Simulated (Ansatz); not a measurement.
**GePN (singlet): from Hartree-Fock to the top rungs, cc-pVDZ**

The task here is to estimate one member of a computed series from the others.

Computed with Ansatz 0.2.0, Gaussian basis. Level: cc-pVDZ, core rule «outside noble gas», up to 20 orbitals frozen.

Plan: UHF; CCSD(T) on RHF; CCSD(T) on UHF; BCCD(T) on RHF; CISD; CCSDT(Q) on RHF; CCSDT(Q) on UHF.

29 further runs of the same task are left out: 9 for a known fault of the program, 9 that didn't finish, 11 set aside as unsound or not needed. Runs told in other sessions of the task aren't counted.

### What is computed

The geometry is a PBE0/def2-TZVP stationary point (not a proven minimum). No spin-orbit coupling is included. The filled d shell of Ge may be among the frozen orbitals whatever the setting's name suggests.

3 atoms, charge 0, spin multiplicity 1.

Atoms are counted from 1 here; the program's logs count them from 0.

Bond lengths: Ge1–P2 2.256 Å, P2–N3 1.507 Å. Angles: Ge1–P2–N3 180.0°.

Set-up of the first run:

The input, in.yaml:

```yaml
crystal:
  periodic: [false, false, false]
  atoms:
    - {symbol: Ge, position_ang: [0.000000, 0.000000, 2.006400]}
    - {symbol: P, position_ang: [0.000000, 0.000000, -0.249628]}
    - {symbol: N, position_ang: [0.000000, 0.000000, -1.756772]}
basis:
  gaussian: {orbitals: cc-pVDZ}
magnetization: {spin_polarized: true, initial_magnetization: 0}
hamiltonian: {xc: hf}
output: {orbitals: {seedname: orbitals}}
```

Run with:

```sh
> ansatz run in.yaml --threads 1 --pin off --events-out ev --progress --plain --max-ram 2393MiB
```

Among the steps run: UHF; CCSD(T) on RHF; CCSD(T) on UHF; BCCD(T) on RHF; CISD; CCSDT(Q) on RHF; CCSDT(Q) on UHF.

One of the session's tables, all rows but one given; the rest of the session is left out.

It belongs to the step «Misses and costs». 

```
   method  from RCCSDT(Q) (kcal/mol)
      RHF                    +258.25
      UHF                    +232.49
     RMP2                     +31.55
     UMP2                     +33.82
     CISD                     +52.13
    RCCSD                     +20.19
    UCCSD                      +7.17
 RCCSD(T)                      +5.03
 UCCSD(T)                      -6.68
  BCCD(T)                      +4.84
   RCCSDT                      +3.78
   UCCSDT                     -10.19
RCCSDT(Q)                          0
UCCSDT(Q)                          ?
```

**Question.** Estimate the row for UCCSDT(Q).

As computed: from RCCSDT(Q) (kcal/mol): -14.24. In the column «from RCCSDT(Q) (kcal/mol)» it is the lowest.

The program flags UCCSD(T), UCCSDT(Q) as in doubt (see the logs), so read those rows with care; the flags are large difference.

Limits of these values: The determinant of HF (⟨S²⟩ 1.31) is far from a pure spin state, so its energy mixes those of several spin states; that is harmless only where they are near-degenerate. The determinant of CCSD(T) (⟨S²⟩ 1.31) is far from a pure spin state, so its energy mixes those of several spin states; high orders of coupled cluster remove much of that, low ones don't. The determinant of CCSDT(Q) (⟨S²⟩ 1.31) is far from a pure spin state, so its energy mixes those of several spin states; high orders of coupled cluster remove much of that, low ones don't. The program flags UCCSD(T), UCCSDT(Q) as in doubt, so read those rows with care; the flags are large difference. Warnings: restricted reference is unstable; spin contamination; large T1 diagnostic. Restricted and unrestricted rows rest on different reference determinants; a gap between their highest levels can come from leftover correlation error, from unlike frozen cores or from another state.
